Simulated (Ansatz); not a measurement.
## BH5O2SSi, SMILES OB(S)O[SiH3]: a rigid torsion scan, step by step

With the Ansatz DFT code, driven from Python.

Notebook, run cell by cell (the value of a cell's last expression is shown):

In [1]:
```python
import ansatz as az
from ase import Atoms
```

In [2]:
```python
atoms = Atoms(["O", "B", "S", "O", "Si", "H", "H", "H", "H", "H"], positions=[
    (-0.9797, 0.7481, -1.601),
    (-0.2223, -0.251, -0.9847),
    (1.3743, -0.7742, -1.7922),
    (-0.6375, -0.9279, 0.2054),
    (-0.1328, -0.0391, 1.5363),
    (-1.6092, 0.3226, -2.2522),
    (2.1658, 0.167, -1.0263),
    (-0.5932, 1.3693, 1.4803),
    (-0.6214, -0.6311, 2.8375),
    (1.3391, -0.035, 1.5999),
])
```

In [3]:
```python
# relax first, so that the scan starts from a minimum
first = (
    az.Crystal.molecule_from_ase(atoms).calculation()
    .basis(gaussian="cc-pVDZ")
    .functional("pbe")
    .relax(force_tolerance=0.02, max_steps=80)
)
atoms.positions = first.run(threads=1, pin="off").report["positions_ang"]
```

In [4]:
```python
start = atoms.get_dihedral(4, 3, 1, 0)
energies = {}
for turn in range(0, 360, 30):
    turned = atoms.copy()
    turned.set_dihedral(4, 3, 1, 0, start + turn, indices=[0, 1, 2, 5, 6])
    base = (
        az.Crystal.molecule_from_ase(turned).calculation()
        .basis(gaussian="cc-pVDZ")
        .functional("pbe")
    )
    energies[round((start + turn) % 360)] = base.run(threads=1, pin="off").report["free_energy_ev"]
floor = min(energies.values())
print("dihedral Si4-O3-B1-O0 (deg)   E - E(min) (kcal/mol)")
for angle, e in sorted(energies.items()):
    print(f"{angle:8d} {23.060548 * (e - floor):14.3f}  " + "#" * int(30 * (e - floor) / max(max(energies.values()) - floor, 1e-9)))
```
```text
dihedral Si4-O3-B1-O0 (deg)   E - E(min) (kcal/mol)
      29          0.604  ###
      59          2.307  ##############
      89          3.695  ######################
     119          3.862  #######################
     149          4.013  ########################
     179          4.870  ##############################
     209          4.035  ########################
     239          3.861  #######################
     269          3.746  #######################
     299          2.448  ###############
     329          0.742  ####
     359          0.000
```

The scan is rigid and the energies are electronic, in a modest basis. With rigid groups the curve can differ much from the relaxed path, the start wasn't checked as a minimum of this torsion, and equivalent turns needn't return to the same energy. The whole script took 98 s on 1 thread of Arm Neoverse V2, on a shared host, peak memory 0.23 GiB.
